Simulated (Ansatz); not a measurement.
This was printed by a script on the Ansatz DFT code, driven from Python, for a comparison of functionals at one structure of ZnGe3, space group Pm-3m. What did the script look like? Settings (first run): PBE, PAW, the default cutoff (420 eV here), 5×5×5 k-points, Fermi-Dirac smearing of 0.05 eV. The script varies functional: pbe, rpbe, r2scan.

```yaml
crystal:
  lattice:
    - [4.22236, 0.00000, 0.00000]
    - [0.00000, 4.22236, 0.00000]
    - [0.00000, 0.00000, 4.22236]
  atoms:
    - { symbol: Zn, position: [0.00000, 0.00000, 0.00000] }
    - { symbol: Ge, position: [0.00000, 0.50000, 0.50000] }
    - { symbol: Ge, position: [0.50000, 0.00000, 0.50000] }
    - { symbol: Ge, position: [0.50000, 0.50000, 0.00000] }
```

`python xc_znge3.py` gives:
```text
functional      F/atom (eV)    iterations    gap by band count (eV)    k-points
------------  -------------  ------------  ------------------------  ----------
pbe              -4050.6867             7                   -2.1611          10
rpbe             -4056.3240             7                   -2.1586          10
r2scan           -4058.0909             9                   -2.2849          10
```

The script that was run (others could print the same):

`xc_znge3.py`
```python
'''Functional comparison for ZnGe3 (totals differ with the potentials too).'''

import warnings

import ansatz as az
import numpy as np
from tabulate import tabulate


def main() -> None:
    warnings.simplefilter('ignore', az.DeckWarning)

    vectors = np.array([
        [4.222363, 0.0, 0.0],
        [0.0, 4.222363, 0.0],
        [0.0, 0.0, 4.222363],
    ])
    znge3 = (
        az.Lattice.of(vectors)
        .atom('Zn', (0.0, 0.0, 0.0))
        .atom('Ge', (0.0, 0.5, 0.5))
        .atom('Ge', (0.5, 0.0, 0.5))
        .atom('Ge', (0.5, 0.5, 0.0))
    )

    job = znge3.calculation()
    job = job.pseudopotentials('paw').kpoints(5)
    job = job.occupations('fermi_dirac', width=0.05)
    job = job.band_table()

    rows = []
    for value in ['pbe', 'rpbe', 'r2scan']:
        r = job.functional(value).run(threads=1).report
        rows.append((value, r['free_energy_ev'] / len(r['lattice']['sites']), r['n_iterations'], r['gap_by_band_count_ev'], r['n_kpoints']))

    print(tabulate(rows, headers=['functional', 'F/atom (eV)', 'iterations', 'gap by band count (eV)', 'k-points'], floatfmt='.4f', tablefmt='simple'))


if __name__ == '__main__':
    main()
```

For a metal this k-point mesh is coarse: on a finer one energies can move by several to tens of meV an atom and pressures by half a GPa or more, differences at one mesh by less. A gap by band count of zero or less means overlapping bands, a metal. The structure comes from a database of computed cells and needn't be a stable or known phase. Gaps and levels are Kohn-Sham values on a finite set of k-points, without spin-orbit coupling. Total energies of different functionals can't be compared; pressures, moments and gaps at this one structure can.

(Lines on the test bed's own set-up are left out of the output.)
